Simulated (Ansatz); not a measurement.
**CH₄F₂SeSi: a ladder of functionals and wavefunction methods**

An exercise on one series of results from a longer session: the logs are not shown, and one member is left open.

The runs use Ansatz 0.2.0, Gaussian basis; functionals in def2-TZVPP, the program's frozen cores in correlated methods.

The runs, in order: LDA (SPW92), PBE-D4, revPBE-D4, BLYP-D4, r2SCAN-D4, B97M-V, PBE0-D4, B3LYP-D4, r2SCANh-D4, r2SCAN0-D4, HSE06-D4, BHLYP-D4, CAM-B3LYP-D4, LC-ωPBE, ωB97X-V, ωB97M-V, B2PLYP, PBE-QIDH; CCSD(T)/def2-SVP; CCSD(T)/def2-TZVPP; MP2/def2-QZVPP; extrapolation to the limit; RPA on PBE.

### Structure used throughout

An earlier PBE0-D4 in a triple-zeta def2 set relaxation fixed the geometry.

SMILES `FC[SiH](F)[SeH]`, 9 atoms, charge 0, spin multiplicity 1.

Atoms are counted from 1 here; the program's logs count them from 0.

Bond lengths: F1–C2 1.388 Å, C2–Si3 1.882 Å, C2–H6 1.095 Å, C2–H7 1.096 Å, Si3–F4 1.595 Å, Si3–Se5 2.262 Å, Si3–H8 1.479 Å, Se5–H9 1.470 Å. Angles: F1–C2–Si3 110.7°, F1–C2–H6 108.7°, F1–C2–H7 108.5°, Si3–C2–H6 110.0°, Si3–C2–H7 111.0°, H6–C2–H7 107.8°, C2–Si3–F4 108.0°, C2–Si3–Se5 109.2°, C2–Si3–H8 112.9°, F4–Si3–Se5 112.1°, F4–Si3–H8 108.3°, Se5–Si3–H8 106.4°, Si3–Se5–H9 92.8°.

The first run:

File in.yaml:

```yaml
crystal:
  periodic: [false, false, false]
  atoms:
    - {symbol: F, position_ang: [-0.139742, -0.416360, 2.229158]}
    - {symbol: C, position_ang: [0.087531, 0.342543, 1.089290]}
    - {symbol: Si, position_ang: [-0.407339, -0.611861, -0.455550]}
    - {symbol: F, position_ang: [0.439857, -1.963344, -0.491980]}
    - {symbol: Se, position_ang: [-0.034688, 0.675117, -2.278134]}
    - {symbol: H, position_ang: [-0.494671, 1.267733, 1.160994]}
    - {symbol: H, position_ang: [1.148559, 0.615316, 1.059838]}
    - {symbol: H, position_ang: [-1.843572, -0.962440, -0.478807]}
    - {symbol: H, position_ang: [1.332665, 1.006994, -1.851810]}
basis:
  gaussian: {orbitals: def2-TZVPP}
hamiltonian: {xc: lda}
output: {orbitals: {seedname: orbitals}}
```

Steps of the session up to this table: LDA; PBE-D4 (GGA); revPBE-D4 (GGA); BLYP-D4 (GGA); r2SCAN-D4 (meta-GGA); B97M-V (meta-GGA); PBE0-D4 (hybrid); B3LYP-D4 (hybrid); r2SCANh-D4 (hybrid); r2SCAN0-D4 (hybrid); HSE06-D4 (hybrid); BHLYP-D4 (hybrid); CAM-B3LYP-D4 (range-separated); LC-ωPBE (range-separated); ωB97X-V (range-separated); ωB97M-V (range-separated); B2PLYP (double hybrid); PBE-QIDH (double hybrid).

One of the session's tables, all rows but one given; the rest of the session is left out.

It belongs to the step «Frontier levels by functional». 

| functional | HOMO (eV) | gap (eV) |
| --- | --- | --- |
| LDA (SPW92) | -6.62 | 5.28 |
| PBE-D4 | -6.45 | 5.30 |
| revPBE-D4 | -6.39 | 5.33 |
| BLYP-D4 | -6.28 | 5.19 |
| r2SCAN-D4 | -6.75 | 5.91 |
| B97M-V | -6.82 | 5.84 |
| PBE0-D4 | -7.64 | 7.37 |
| B3LYP-D4 | -7.39 | 6.83 |
| r2SCANh-D4 | -7.18 | 6.65 |
| r2SCAN0-D4 | -7.84 | 7.76 |
| HSE06-D4 | -7.24 | 6.59 |
| BHLYP-D4 | -8.66 | 9.22 |
| CAM-B3LYP-D4 | -8.93 | 9.64 |
| LC-ωPBE | -10.31 | 12.28 |
| ωB97X-V | -9.95 | 11.75 |
| ωB97M-V | ? | ? |

Q: Estimate the row for ωB97M-V from the others.

The run gave: HOMO (eV): -9.82; gap (eV): 11.37. In the column «HOMO (eV)» it lies between ωB97X-V (-9.95) and CAM-B3LYP-D4 (-8.93).
